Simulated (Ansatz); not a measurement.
# AlClFHO: molecular dynamics

Purpose: to follow the molecule's vibrations and see whether its bonds hold. The start is relaxed first. Runs: 40 steps of 2.5 fs at constant energy, with velocities drawn for 500 K.

All numbers below are computed with Ansatz 0.2.0 (RKS PBE-D4/def2-SVP).

## Step 1: The system as given

Bond lengths: Al1–O2 1.780 Å, O2–H3 1.010 Å, Al1–Cl4 2.230 Å, Al1–F5 1.690 Å. Angles: Al1–O2–H3 109.5°, O2–Al1–Cl4 120.0°, O2–Al1–F5 120.0°, Cl4–Al1–F5 120.0°.

Structure file:

```xyz
5

Al    0.0000    0.0000    0.0000
O     0.0000    0.0000    1.7800
H    -0.9095   -0.2814    2.1171
Cl    1.9312    0.0000   -1.1150
F    -1.4635    0.0000   -0.8450
```

## Step 2: Preparing the start

Contents of input.yaml:

```yaml
crystal:
  periodic: [false, false, false]
  atoms:
    - { symbol: Al, position_ang: [0.0, 0.0, 0.0] }
    - { symbol: O, position_ang: [0.0, 0.0, 1.78] }
    - { symbol: H, position_ang: [-0.9095, -0.2814, 2.1171] }
    - { symbol: Cl, position_ang: [1.9312, 0.0, -1.115] }
    - { symbol: F, position_ang: [-1.4635, 0.0, -0.845] }
basis:
  gaussian: { orbitals: def2-SVP }
hamiltonian:
  xc: pbe
  dispersion: d4
relax:
  f_tol: 0.02
  max_steps: 40
```

Command:

```bash
ansatz run input.yaml --threads 1 --pin off --max-ram 2048MiB --backend cpu --events-out ev --progress --plain --runs-dir out
```

Further steps of the session: The run.

What does the calculation give? Wanted: relaxation of the start; temperature, first and last step; temperature, second half; potential energy, second half; largest change of the total energy; bonds formed or broken.

**Answer**, as computed:

| quantity | value |
| --- | --- |
| relaxation of the start | 5 moves, 0.276 eV lower |
| length | 40 steps of 2.5 fs |
| temperature, first and last step | 500 and 1840 K |
| temperature, second half | mean 2021 K, from 1798 to 2280 K |
| potential energy, second half | +1454 meV/atom from the start |
| largest change of the total energy | 1629.25 meV/atom |
| bonds formed or broken | 1 |

In words: The run blows up, reaching 11975 K, so it describes no real motion. A run of 100 fs with 5 atoms shows the motion but fixes no equilibrium value. The nuclei move classically, without zero-point motion, which matters most for hydrogen.
